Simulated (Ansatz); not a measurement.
# CH2STe (SMILES S=C[TeH]): a rigid scan of the dihedral angle S1–C2–Te3–H5

How does the energy rise as the dihedral angle S1–C2–Te3–H5 leaves its equilibrium value, and do density functionals follow CCSD(T)? No other atom is relaxed.

Computed with Ansatz 0.2.0, Gaussian basis. Level: single points in def2-TZVPP.

Levels: PBE-D4, r2SCAN-D4, PBE0-D4, B3LYP-D4, wB97M-V, Hartree-Fock, MP2, CCSD, CCSD(T). The scan takes -160.3, -130.3, -100.3, -70.3, -40.3, -10.3, 19.7, 49.7, 79.7, 109.7, 139.7, 169.7°.

Cores are frozen in the correlated methods. Filled d shells of the heavier atoms are correlated. Core potentials replace the inner electrons past krypton, and spin-orbit coupling is left out. B3LYP uses VWN-RPA correlation.

172 further runs of the same task are left out: 172 set aside as unsound or not needed.

### Step 1. Starting geometry

The minimum, relaxed at PBE0-D4: SMILES `S=C[TeH]`, 5 atoms, charge 0, spin multiplicity 1.

Atoms are counted from 1 here; the program's logs count them from 0.

Bond lengths: S1–C2 1.606 Å, C2–Te3 2.080 Å, C2–H4 1.090 Å, Te3–H5 1.661 Å. Angles: S1–C2–Te3 124.9°, S1–C2–H4 122.5°, Te3–C2–H4 112.6°, C2–Te3–H5 93.9°.

Geometry (Å):

```xyz
5
charge 0, multiplicity 1
S    -0.85935   -1.88360   -0.70769
C    -0.35915   -0.53664    0.01084
Te    0.98033    0.82513   -0.81192
H    -0.69971   -0.24212    1.00385
H     0.93788    1.83722    0.50491
```

Energies of the minimum (eV), from earlier single points: PBE-D4 -19192.13040, r2SCAN-D4 -19199.61456, PBE0-D4 -19193.35552, B3LYP-D4 -19201.27391, wB97M-V -19196.12012, CCSD(T) -19167.07526.

At the minimum the dihedral angle S1–C2–Te3–H5 is 180.0°.

### Step 2. S1–C2–Te3–H5 = -160.3°

Contents of pbe-tzvpp/in.yaml:

```yaml
crystal:
  periodic: [false, false, false]
  atoms:
    - {symbol: S, position_ang: [-0.859355, -1.883598, -0.707686]}
    - {symbol: C, position_ang: [-0.359147, -0.536639, 0.010841]}
    - {symbol: Te, position_ang: [0.980328, 0.825134, -0.811919]}
    - {symbol: H, position_ang: [-0.699706, -0.242121, 1.003849]}
    - {symbol: H, position_ang: [1.370378, 1.502066, 0.654302]}
basis:
  gaussian: {orbitals: def2-TZVPP}
hamiltonian: {xc: pbe, dispersion: d4}
output: {forces: true}
```

r2scan-tzvpp/in.yaml differs from pbe-tzvpp/in.yaml so:

```diff
-hamiltonian: {xc: pbe, dispersion: d4}
+hamiltonian: {xc: r2scan, dispersion: d4}
```

pbe0-tzvpp/in.yaml:

```diff
-hamiltonian: {xc: pbe, dispersion: d4}
-output: {forces: true}
+hamiltonian: {xc: pbe0, dispersion: d4}
+output: {forces: true, orbitals: {seedname: orbitals}}
```

b3lyp-tzvpp/in.yaml:

```diff
-hamiltonian: {xc: pbe, dispersion: d4}
+hamiltonian: {xc: {name: B3LYP}, dispersion: d4}
```

wb97mv-tzvpp/in.yaml:

```diff
-hamiltonian: {xc: pbe, dispersion: d4}
-output: {forces: true}
+hamiltonian: {xc: {name: wB97M-V}}
```

ccsdt-tzvpp/in.yaml:

```diff
-hamiltonian: {xc: pbe, dispersion: d4}
-output: {forces: true}
+correlation: {method: ccsd_t}
```

The same command starts each run, in its folder.

On the command line:

```console
$ ansatz run in.yaml --threads 2 --pin off --events-out ev --progress --plain --max-ram 4352MiB
```

Further steps of the session: S1–C2–Te3–H5 = -130.3°; S1–C2–Te3–H5 = -100.3°; S1–C2–Te3–H5 = -70.3°; S1–C2–Te3–H5 = -40.3°; S1–C2–Te3–H5 = -10.3°; S1–C2–Te3–H5 = 19.7°; S1–C2–Te3–H5 = 49.7°; S1–C2–Te3–H5 = 79.7°; S1–C2–Te3–H5 = 109.7°; S1–C2–Te3–H5 = 139.7°; S1–C2–Te3–H5 = 169.7°.

Before running it: what results should come out? Wanted: highest point, CCSD(T); lowest point, CCSD(T); RMS deviation from CCSD(T); largest T1 diagnostic.

As calculated:

```
                  quantity                                                                                                            value
    highest point, CCSD(T)                                                                                           8.0 kcal/mol at 79.7 °
     lowest point, CCSD(T)                                                                                          0.0 kcal/mol at 180.0 °
RMS deviation from CCSD(T)  PBE-D4 1.9, r2SCAN-D4 2.1, PBE0-D4 1.2, B3LYP-D4 1.2, wB97M-V 0.1, Hartree-Fock 0.3, MP2 0.2, CCSD 0.3 kcal/mol
     largest T1 diagnostic                                                                                                            0.016
```

What this shows: Over the points sampled the torsion costs at most 8.0 kcal/mol, a hindered rotation that is fast at room temperature. A rigid scan overstates barriers, since nothing else may give way. wB97M-V follows the CCSD(T) curve best and r2SCAN-D4 worst. The restricted Hartree–Fock reference is unstable towards an unrestricted one at one or more of these structures.
